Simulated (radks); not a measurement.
# Ti⁷⁺ in [Ne] 3s1.75 3p3.25: an all-electron calculation

The task here is to estimate one member of a computed series from the others.

Program: radks (a radial shooting solver on a logarithmic mesh, Libxc functionals) version 1. Level of theory: non-relativistic Kohn-Sham, TPSS, spin-unpolarised, spherical densities, point nucleus. These are calculated values, not measurements, unless marked.

**The system**

```
element       : titanium (Z = 22)
charge        : +7
electrons     : 15
configuration : [Ne] 3s1.75 3p3.25
```

The first run:

The run's settings:

```text
Z 22
configuration [Ne] 3s1.75 3p3.25 4s0 3d0
relativity non-relativistic
functional tpss,tpss
spin unpolarised
nucleus point
```

Run with:

```console
$ python run_ks.py task.json out
```

The same process makes all the runs of this session.

One of the session's tables, all rows but one given; the rest of the session is left out.

It belongs to the step «Shells». Radial moments (bohr):

```
level      <r>  outermost maximum (interpolated)  90 % within  nodes
   1s  0.07011                            0.0461        0.125      0
   2s   0.3258                             0.270        0.505      1
   2p        ?                                 ?            ?      ?
   3s   0.9213                             0.832         1.35      2
   3p   0.9421                             0.838         1.41      1
   3d   0.9470                             0.775         1.48      0
   4s    1.971                              1.91         2.78      3
```

Estimate the missing values for 2p.

The run gave: <r>: 0.2893; outermost maximum (interpolated): 0.220; 90 % within: 0.475; nodes: 0. In the column «<r>» it lies between 1s (0.07011) and 2s (0.3258).
